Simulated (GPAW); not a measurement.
Runs of GPAW 26.7.0 on RuS. It takes space group P-6m2 (No. 187, hexagonal). The conventional cell has a = 3.369 Å, b = 3.369 Å, c = 3.288 Å, α = 90.00°, β = 90.00°, γ = 120.00°. Ru (site symmetry -6m2) has 6 S at 2.55 Å as nearest neighbours. S (site symmetry -6m2) is surrounded by 6 Ru at 2.55 Å. The cell comes from a database or a generator and needn't be the stable form of this composition.

```csv
task,level,potentials or basis,cell,k mesh,band path,band points,optimizer,fmax,max steps,gap on the mesh (eV),pressure (GPa),relaxed volume (Å³/atom)
band structure,LDA,"the program's PAW data sets (release 1.2.1) made for this functional, pw",as given,7 × 7 × 6,"GMKGALHA,LM,KH",80,-,-,-,-,-23.7,-
relaxation of cell and atoms,PBE,"GPAW PAW data sets (gpaw-data 1.2.1), pw",relaxed,9 × 9 × 8,-,-,BFGS,0.02 eV/Å,60,none,0.0,14.54
relaxation of cell and atoms,LDA,"the program's PAW data sets (release 1.2.1) made for this functional, pw",relaxed,7 × 7 × 6,-,-,BFGS,0.02 eV/Å,60,none,0.0,(a)
relaxation of cell and atoms,PBE,"GPAW PAW data sets (gpaw-data 1.2.1), pw",relaxed to 2 GPa,9 × 9 × 8,-,-,BFGS,0.02 eV/Å,60,none,2.0,-
```

Alike in all rows: no spin polarisation; cutoff (eV) 600; smearing fermi-dirac 0.05 eV.

**Question.** Fill in the values left out.

**Answer.** (a) 13.92.

Caveats: later steps reuse the first step's grids (some runs).

A k mesh can miss the band edges, and the runs leave out spin-orbit coupling on Ru.

A gap of «none» marks a metal or a gap under the smearing width.
